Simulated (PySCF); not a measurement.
# Al2Cl3H3: the cost of one run

Programs: PySCF 2.14.0, with density-fitted response routines of our own. Each step states its level of theory. These are calculated values for one molecule in the gas phase, unless marked as measured. Atoms are numbered from 0 throughout.

### Step 1. The starting structure

8 atoms, charge 0, multiplicity 1; geometry from: GFN2-xTB. The atoms were then displaced at random by about 0.01 Å, so the start is not that level's minimum.

Bonds of the start (Å): Cl0–Al1 1.99, Al1–Cl2 2.21, Cl2–Al3 2.22, Al3–Cl4 2.21, Cl4–Al1 2.23, Al1–H5 1.52, Al3–H6 1.53, Al3–H7 1.53.

### Step 2. Relaxing the molecule at PBE0-D3(BJ)/def2-SVP

What the job is given:

```
{"job": {"xc": "PBE0", "basis": "def2-SVP", "d3": "d3bj", "grid": 1, "shake": 0.01, "kind": "geom"}, "charge": 0, "multiplicity": 1}
Cl    -3.014250     0.947380     0.341110
Al    -1.512810    -0.265340    -0.133300
Cl     0.007250    -0.509530     1.451110
Al     1.612370     0.225390     0.105220
Cl     0.066390     0.636550    -1.421270
H     -1.677950    -1.662950    -0.694510
H      2.108590     1.564260     0.657190
H      2.465550    -0.954900    -0.358010
```

On the command line:

```bash
> OMP_NUM_THREADS=1 python probes_run.py task.json out
```

This one command runs all jobs of the session in turn.

**Question.** How long does this first job take on 1 thread of Arm Neoverse V1, shared host, and how much memory does it need?

About 59 s, with a peak of 0.44 GiB.
